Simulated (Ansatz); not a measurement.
Write a Python script for the Ansatz DFT code, driven from Python that makes an atomisation energy of CH₄ClOSn, SMILES [CH3][Sn]([OH])[Cl]. Use (for the species named): r2scan0, def2-SVP basis, multiplicity 2.

```xyz
8

C    -0.0775    1.3088   -0.1885
Sn   -0.5555   -0.6900    0.2961
O     1.0047   -1.4975    1.1428
Cl   -0.9969   -1.8637   -1.6725
H    -1.0122    1.8018   -0.7020
H     0.1213    1.9313    0.7224
H     0.7623    1.3932   -0.8943
H     0.8459   -2.4408    1.2402
```

`tae.py`:
```python
# -*- coding: utf-8 -*-
"""Energy to split CH4ClOSn into its atoms."""

from collections import Counter
from dataclasses import dataclass

import ansatz as az
from ase import Atoms


@dataclass(frozen=True)
class Options:
    basis: str = "def2-SVP"
    functional: str = "R2SCAN0"


opts = Options()


def energy_of(molecule, charge=0, unpaired=0):
    calc = (
        molecule.calculation()
        .basis(gaussian=opts.basis)
        .functional(opts.functional)
    )
    if charge:
        calc = calc.charge(charge)
    if unpaired:
        calc = calc.spin("collinear", total=unpaired)
    return calc.run(threads=1).report["free_energy_ev"]

atoms = Atoms(["C", "Sn", "O", "Cl", "H", "H", "H", "H"], positions=[
    (-0.0775, 1.3088, -0.1885),
    (-0.5555, -0.69, 0.2961),
    (1.0047, -1.4975, 1.1428),
    (-0.9969, -1.8637, -1.6725),
    (-1.0122, 1.8018, -0.702),
    (0.1213, 1.9313, 0.7224),
    (0.7623, 1.3932, -0.8943),
    (0.8459, -2.4408, 1.2402),
])
mol = az.Crystal.molecule_from_ase(atoms)

# unpaired electrons of the ground-state atoms
unpaired = {"C": 2, "Sn": 2, "O": 2, "Cl": 1, "H": 1}
counts = Counter(site.symbol for site in mol.cartesian_sites)
atom_energy = {s: energy_of(az.Crystal.molecule().atom(s, (0, 0, 0)), 0, unpaired[s]) for s in counts}
whole = energy_of(mol, 0, 1)
for s, e in atom_energy.items():
    print(f"{s:2s} x{counts[s]}  {e:14.5f} eV")
print(f"CH4ClOSn: {whole:.5f} eV")
split = sum(counts[s] * e for s, e in atom_energy.items()) - whole
print(f"atomisation energy (no zero-point term): {23.060548 * split:.1f} kcal/mol, {split / sum(counts.values()):.3f} eV an atom")
```

`python tae.py` gives:
```text
C  x1     -1028.27257 eV
Sn x1     -5831.43271 eV
O  x1     -2039.81524 eV
Cl x1    -12516.15069 eV
H  x4       -13.58464 eV
CH4ClOSn: -21496.20595 eV
atomisation energy (no zero-point term): 604.1 kcal/mol, 3.275 eV an atom
```

604.1 kcal/mol from the electronic energies, without the zero-point term.

Total energies depend on the basis set; only differences at equal settings carry meaning. The geometry is a force-field or estimated start, not a minimum of this method, and the basis set is short of its limit. All parts are taken at fixed geometry, without zero-point energy. def2 sets replace the cores of elements past krypton by effective core potentials. The run takes the species as open-shell (spin multiplicity 2), which needn't be its ground state. The spin-orbit lowering of heavy atoms is left out. Run time: 18 s on 1 thread of Arm Neoverse V1, on a shared host, peak memory 0.39 GiB.
